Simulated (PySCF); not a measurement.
# CoF3: triplet, from a trigonal planar start

Aim: relax CoF3 as a triplet from a trigonal planar start, check by its vibrations whether the end is a minimum, and collect its spectrum and constants.

Computed with PySCF 2.14.0. Level: PBE0, basis Co def2-TZVP, F def2-TZVP, no relativity, density fitting.

### 1 The system as given

4 atoms, charge 0, spin multiplicity 3.

Bond lengths: Co1–F2 1.750 Å, Co1–F3 1.750 Å, Co1–F4 1.750 Å. Angles: F2–Co1–F3 120.0°, F2–Co1–F4 120.0°, F3–Co1–F4 120.0°.

```xyz
4
charge 0 multiplicity 3
Co    0.0000    0.0000    0.0000
F     1.7500    0.0000    0.0000
F    -0.8750    1.5155    0.0000
F    -0.8750   -1.5155    0.0000
```

### 2 Finding the electronic state

One driver script runs all steps and calls PySCF; scf.py shows how it sets up the SCF of each step. The optimiser is the driver's own. After this first run the driver tries any further starts and a stability analysis.

Input file scf.py:

```python
from pyscf import gto, scf, dft
mol = gto.M(atom='''
Co     0.000000     0.000000     0.000000
F      1.750000     0.000000     0.000000
F     -0.875000     1.515500     0.000000
F     -0.875000    -1.515500     0.000000''',
    basis={'Co': 'def2-TZVP', 'F': 'def2-TZVP'},
    charge=0, spin=2)
mf = dft.UKS(mol, xc='PBE0')
mf.grids.atom_grid = (50, 194)
aux = {'Co': 'def2-universal-JKFIT', 'F': 'def2-universal-JKFIT'}
mf = mf.density_fit(auxbasis=aux)
mf.conv_tol = 1e-08
mf.diis_space = 10
mf.max_cycle = 60
mf.init_guess = 'minao'
mf.verbose = 4
mf.kernel()
```

On the command line:

```sh
$ OMP_NUM_THREADS=4 python axn.py task.json out
```

The runs that follow: Relaxing the triplet from the trigonal planar start; Relaxing without the symmetry constraint; Frequencies.

Q: Predict the outcome of this session. Wanted: minimum; geometry; wavenumbers; dipole moment; highest occupied, lowest empty level; polar-tensor charge of Co1; zero-point energy; atomisation energy; ⟨S²⟩.

**Answer**, as computed:

| quantity | value |
| --- | --- |
| minimum | triplet, Cs |
| geometry | Co–F 1.700 Å (×2), Co–F 1.703 Å; F–Co–F 107.3° (×2), F–Co–F 145.4° |
| wavenumbers (cm⁻¹) | 102, 171, 172, 632, 708, 789 |
| dipole moment | 1.28 D |
| highest occupied, lowest empty level (either spin) | -10.45, -6.23 eV |
| polar-tensor charge of Co1 | +1.78 e |
| zero-point energy | 15.4 kJ/mol |
| entropy at 298.15 K | 321.7 J/(mol K) |
| atomisation energy (no zero-point energy) | 1113 kJ/mol |
| ⟨S²⟩ | 2.413 |

**Reading.** From D3h at the start the molecule goes to a Cs minimum. The determinant is spin-contaminated (⟨S²⟩ = 2.41 against 2.00), so it is no pure spin state. In the infrared the band at 789 cm⁻¹ (stretch) leads. Most of the spin sits on Co1 (Mulliken spin 1.84, against 2 for the whole molecule). The first SCF alone would have been 33 kJ/mol too high. Only this shape and spin were tried, so other structures or states may lie lower. The SCF density has lower symmetry than the nuclear frame. One determinant may miss the lowest occupation of an open d or f shell.
